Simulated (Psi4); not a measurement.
# SiH2Br2 (dibromosilane): MP2/def2-SVP

Aim: the vertical singlet–triplet gap of SiH2Br2 (dibromosilane) at MP2/def2-SVP, from 2 runs. The job is set up through a Python script.

The results are computed with Psi4 1.11.

2 further runs of the same task are left out: 2 set aside as unsound or not needed.

**1. The system as given**

The species is SiH2Br2 (5 atoms), meant as a singlet with charge 0. SMILES: `Br[SiH2]Br`. Geometry: relaxed at PBE0-D4/def2-TZVP.

Bond lengths: Br1–Si2 2.207 Å, Si2–Br3 2.207 Å, Si2–H4 1.476 Å, Si2–H5 1.476 Å. Angles: Br1–Si2–Br3 110.8°, Br1–Si2–H4 108.4°, Br1–Si2–H5 108.4°, Br3–Si2–H4 108.4°, Br3–Si2–H5 108.4°, H4–Si2–H5 112.5°.

**2. The energy at MP2/def2-SVP**

br2h2si.xyz

```xyz
5
Br2H2Si
Br    -1.672690    -1.239290     0.362310
Si     0.158230    -0.046290     0.054680
Br    -0.295570     1.814160    -1.042010
H      1.103430    -0.843230    -0.751710
H      0.706590     0.314640     1.376730
```

br2h2si.py

```python
import psi4

psi4.set_memory('2200 MB')
psi4.set_num_threads(1)
psi4.core.set_output_file('br2h2si.out', False)

with open('br2h2si.xyz') as f:
    atoms = ''.join(f.readlines()[2:])
molecule = psi4.geometry('0 1\n' + atoms + 'symmetry c1')

options = {'basis': 'def2-SVP', 'puream': True, 'e_convergence': 1e-09, 'd_convergence': 1e-08, 'scf_type': 'pk', 'num_frozen_docc': 23, 'mp2_type': 'conv'}
psi4.set_options(options)

result = psi4.energy('mp2')
print(f'total energy {result:.8f} hartree = {result * 27.211386:.5f} eV')
```

The run is started by

```bash
$ python br2h2si.py
```

br2h2si.out:

```text
[...]
  Running in c1 symmetry.
[...]
  Nuclear repulsion =  448.279262821226382
[...]
  Multiplicity = 1
[...]
  Nalpha       = 43
  Nbeta        = 43
[...]
    Number of basis functions: 92
[...]
   @RHF iter   1: -5433.91502234027848   -3.18832e+00   1.61747e-02 ADIIS/DIIS
[...]
   @RHF iter  10: -5434.29959559034342   -2.27374e-11   7.58753e-09 DIIS
[...]
    Orbital Energies [Eh]
    ---------------------
    Doubly Occupied:
       1A   -489.980036     2A   -489.980016     3A    -68.848646
       4A    -65.149150     5A    -65.149135     6A    -58.520753
       7A    -58.520739     8A    -58.519805     9A    -58.519787
      10A    -58.519765    11A    -58.519749    12A     -9.840937
      13A     -9.840923    14A     -7.455973    15A     -7.455959
      16A     -7.449695    17A     -7.449682    18A     -7.449513
      19A     -7.449500    20A     -6.213838    21A     -4.324944
      22A     -4.323890    23A     -4.322734    24A     -3.197782
      25A     -3.197764    26A     -3.195156    27A     -3.195142
      28A     -3.194951    29A     -3.194937    30A     -3.188504
      31A     -3.188502    32A     -3.188490    33A     -3.188489
      34A     -1.044241    35A     -1.014970    36A     -0.721080
[...]
  @RHF Final Energy: -5434.29959559034342
   => Energetics <=
    Nuclear Repulsion Energy =            448.2792628212263821
    One-Electron Energy =               -8461.5017773132312868
    Two-Electron Energy =                2578.9229189016614328
    Total Energy =                      -5434.2995955903434151
[...]
 Multipole Moments:
 ------------------------------------------------------------------------------------
     Multipole            Electronic (a.u.)      Nuclear  (a.u.)        Total (a.u.)
 ------------------------------------------------------------------------------------
 L = 1.  Multiply by 2.5417464519 to convert [e a0] to [Debye]
 Dipole X            :         -5.8921294            6.4150284            0.5228990
 Dipole Y            :          1.7208184           -1.8737448           -0.1529264
 Dipole Z            :         -2.0346762            2.2153550            0.1806788
 Magnitude           :                                                    0.5739814
[...]
	SCS-MP2 Total Energy (a.u.)        : -5434.82333729458969
	SOS-MP2 Total Energy (a.u.)        : -5434.76763099603795
	SCSN-MP2 Total Energy (a.u.)       : -5434.59372484669348
[...]
	SOS-PI-MP2 Total Energy (a.u.)     : -5434.84563689698734
[...]
	MP2 Total Energy (a.u.)            : -5434.85674399074196
[...]
```

Standard output:

```text
total energy -5434.85674399 hartree = -147889.98472 eV
```

Run time: 29 s. Hardware: 1 thread of Intel Xeon at 2.50GHz (Skylake/Cascade Lake), shared host; peak memory 0.49 GiB.

**3. The triplet, same level**

br2h2si.xyz is that of step 2.

run.py

```python
import psi4

psi4.set_memory('2200 MB')
psi4.set_num_threads(1)
psi4.core.set_output_file('br2h2si.out', False)

with open('br2h2si.xyz') as f:
    atoms = ''.join(f.readlines()[2:])
geom = psi4.geometry('0 3\n' + atoms + 'symmetry c1\nno_reorient\nno_com')

options = {'reference': 'uhf', 'puream': True, 'e_convergence': 1e-09, 'd_convergence': 1e-08, 'scf_type': 'pk', 'num_frozen_docc': 23, 'mp2_type': 'conv', 'maxiter': 100}
psi4.set_options(options)

result = psi4.energy("mp2/def2-SVP", molecule=geom)
print(f'mp2/def2-SVP energy: {result:.10f} Eh')
```

The run is started by

```bash
$ python run.py
```

br2h2si.out:

```text
[...]
  Running in c1 symmetry.
[...]
  Nuclear repulsion =  448.279262821226382
[...]
  Multiplicity = 3
[...]
  Nalpha       = 44
  Nbeta        = 42
[...]
    Number of basis functions: 92
[...]
   @UHF iter   1: -5433.60198649465019   -2.87529e+00   1.62078e-02 DIIS/ADIIS
[...]
   @UHF iter  19: -5434.01227418863073   -6.36646e-12   8.06267e-09 DIIS
[...]
   @S^2 Observed:                2.015032966E+00
[...]
    Orbital Energies [Eh]
    ---------------------
    Alpha Occupied:
       1A   -489.995425     2A   -489.995393     3A    -68.769031
       4A    -65.163966     5A    -65.163937     6A    -58.537193
       7A    -58.537162     8A    -58.535136     9A    -58.535107
      10A    -58.533575    11A    -58.533544    12A     -9.858583
      13A     -9.858554    14A     -7.475318    15A     -7.475288
      16A     -7.469331    17A     -7.469304    18A     -7.463569
      19A     -7.463540    20A     -6.151189    21A     -4.259915
      22A     -4.256579    23A     -4.253121    24A     -3.213977
      25A     -3.213947    26A     -3.212955    27A     -3.212925
      28A     -3.208450    29A     -3.208420    30A     -3.205237
      31A     -3.205208    32A     -3.204196    33A     -3.204167
      34A     -1.074317    35A     -1.050849    36A     -0.737177
[...]
  @UHF Final Energy: -5434.01227418863073
   => Energetics <=
    Nuclear Repulsion Energy =            448.2792628212263821
    One-Electron Energy =               -8461.2296834666485665
    Two-Electron Energy =                2578.9381464567914009
    Total Energy =                      -5434.0122741886307267
  UHF NO Occupations:
  HONO-2 :   42  A 1.9977697
  HONO-1 :   43  A 1.0000000
[...]
 Multipole Moments:
 ------------------------------------------------------------------------------------
     Multipole            Electronic (a.u.)      Nuclear  (a.u.)        Total (a.u.)
 ------------------------------------------------------------------------------------
 L = 1.  Multiply by 2.5417464519 to convert [e a0] to [Debye]
 Dipole X            :        122.8076231         -122.5749308            0.2326923
 Dipole Y            :        -35.8663574           35.7985938           -0.0677636
 Dipole Z            :         42.4081538          -42.3278999            0.0802539
 Magnitude           :                                                    0.2553004
[...]
	SCS-MP2 Total Energy (a.u.)        : -5434.54941760471684
	SOS-MP2 Total Energy (a.u.)        : -5434.49065463543775
	SCSN-MP2 Total Energy (a.u.)       : -5434.32254266642212
[...]
	SOS-PI-MP2 Total Energy (a.u.)     : -5434.57038470990483
[...]
	MP2 Total Energy (a.u.)            : -5434.58721346880611
[...]
```

Standard output:

```text
mp2/def2-SVP energy: -5434.5872134688 Eh
```

It took 46 s on 1 thread of Intel Xeon at 2.50GHz (Skylake/Cascade Lake), shared host; peak memory 0.49 GiB.

**4. Summary of results**

Level: MP2/def2-SVP, 23 core orbitals frozen.

| quantity | value |
| --- | --- |
| singlet: total energy | -5434.85674 Eh |
| singlet: HOMO energy (Hartree–Fock orbitals) | -11.46 eV |
| singlet: LUMO energy (Hartree–Fock orbitals) | 3.40 eV |
| singlet: HOMO–LUMO gap (Hartree–Fock orbitals) | 14.87 eV |
| singlet: correlation energy (23 core orbitals frozen) | -557.1 mEh |
| triplet: total energy | -5434.58721 Eh |
| triplet: HOMO energy (Hartree–Fock orbitals) (highest over α and β) | -4.07 eV |
| triplet: correlation energy (23 core orbitals frozen) | -574.9 mEh |
| triplet: ⟨S²⟩ of the reference determinant | 2.015 |
| vertical energy of the triplet above the singlet | 7.334 eV |

In words: At this shape the triplet lies 7.33 eV (169 kcal/mol) above the singlet.
